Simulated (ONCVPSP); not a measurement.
# An ONCV potential for Cu, from input to tests

Task: generate the file, and judge it by its errors in other configurations, its logarithmic derivatives, its ghosts and its cutoff.

The numbers are computed with ONCVPSP 4.0.1.1 (patched build) (PBEsol, scalar-relativistic, spin-unpolarised reference atom).

**1. Starting point**

The settings as typed:

```
element                 : copper (Cu, Z = 29)
type                    : optimised norm-conserving Vanderbilt (ONCV)
frozen core             : [Ne]
valence charge          : 19
reference configuration : 3s2 3p6 3d9 (charge +2)
partial waves           : 3s: rc 1.05 bohr, ncon 5, nbas 10, qcut 13.5 1/bohr, 1 projector; 3p: rc 1.10 bohr, ncon 4, nbas 7, qcut 12.3 1/bohr, 2 projectors, debl 0.3 Ha; 3d: rc 1.50 bohr, ncon 3, nbas 8, qcut 10 1/bohr, 2 projectors, debl 3.2 Ha; f scattering state at 0.22 Ha: rc 1.60 bohr, ncon 4, nbas 8, qcut 8 1/bohr, 2 projectors, debl 0.8 Ha
local potential         : polynomial inside 0.90 bohr (lpopt 2, dvloc0 2 Ha)
core correction         : not asked for
```

An earlier all-electron run gives the scale for the radii.

All-electron outer shells of the reference configuration (PBEsol, scalar-relativistic, ld1.x):

| shell | level (eV) | outermost node (bohr) | outermost maximum (bohr) |
| --- | --- | --- | --- |
| 3s | -139.94 | 0.29 | 0.61 |
| 3p | -97.43 | 0.26 | 0.62 |
| 3d | -29.60 | – | 0.60 |
| 4s | -22.15 | 0.88 | 1.95 |
| 4p | -15.13 | 0.95 | 2.36 |

**2. Generating the potential**

Input file Cu.dat:

```
# ATOM AND REFERENCE CONFIGURATION
# atsym  z   nc   nv     iexc    psfile
  Cu 29.00    3    3  -116133      upf
#
#   n    l    f
    1    0    2.00
    2    0    2.00
    2    1    6.00
    3    0    2.00
    3    1    6.00
    3    2    9.00
#
# PSEUDOPOTENTIAL AND OPTIMIZATION
# lmax
    3
#
#   l,   rc,      ep,       ncon, nbas, qcut
    0    1.05    0.00    5   10   13.50
    1    1.10    0.00    4    7   12.30
    2    1.50    0.00    3    8   10.00
    3    1.60    0.22    4    8    8.00
#
# LOCAL POTENTIAL
# lloc, lpopt,  rc(5),   dvloc0
    4    2    0.90    2.00
#
# VANDERBILT-KLEINMAN-BYLANDER PROJECTORs
# l, nproj, debl
    0    1    0.40
    1    2    0.30
    2    2    3.20
    3    2    0.80
#
# MODEL CORE CHARGE
# icmod, fcfact, rcfact
    0    0.00    0.00
#
# LOG DERIVATIVE ANALYSIS
# epsh1, epsh2, depsh
   -7.00    5.00    0.04
#
# OUTPUT GRID
# rlmax, drl
    6.00    0.01
#
# TEST CONFIGURATIONS
# ncnf
    4
# nvcnf
#   n    l    f
    4
    3    0    2.00
    3    1    6.00
    3    2   10.00
    4    0    1.00
#
    3
    3    0    2.00
    3    1    6.00
    3    2   10.00
#
    3
    3    0    2.00
    3    1    6.00
    3    2    8.00
#
    4
    3    0    1.00
    3    1    6.00
    3    2   10.00
    4    0    1.00
#
```

Launch:

```bash
oncvpsp.x < Cu.dat > Cu.out
```

Q: Predict the outcome of this session. Wanted: cutoffs for 1 and 0.1 mHa per electron, occupied waves; bound ghosts; GHOST(+) flags; largest test error; largest phase difference near zero energy, channels read; projector energies reset by the program.

**Answer**, as computed:

| quantity | value |
| --- | --- |
| cutoffs for 1 and 0.1 mHa per electron, occupied waves | 65 Ha and 76 Ha |
| bound ghosts | none found |
| GHOST(+) flags | none at low energy |
| largest test error (AE − PS) | +865 meV, for 3s1 3p6 3d10 4s1 |
| largest phase difference near zero energy, channels read | 0.349 rad |
| projector energies reset by the program | p: -3.581, 0.250 Ha |

By total energies transferability is poor: the largest error is 865 meV on 92.5 eV, for 3s1 3p6 3d10 4s1. That test lies far up in energy; among those under 40 eV, nearer to bonding, the largest error is 648 meV. By its cutoff, 65 Ha for the looser tolerance, it is very hard. At the looser tolerance the 3s wave is the slowest; 3p needs 48 Ha. The program's ghost test flags no bound state. Near zero energy the largest phase difference among the channels read is 0.35 rad, in the s channel. All of this concerns the isolated atom, not yet a solid.
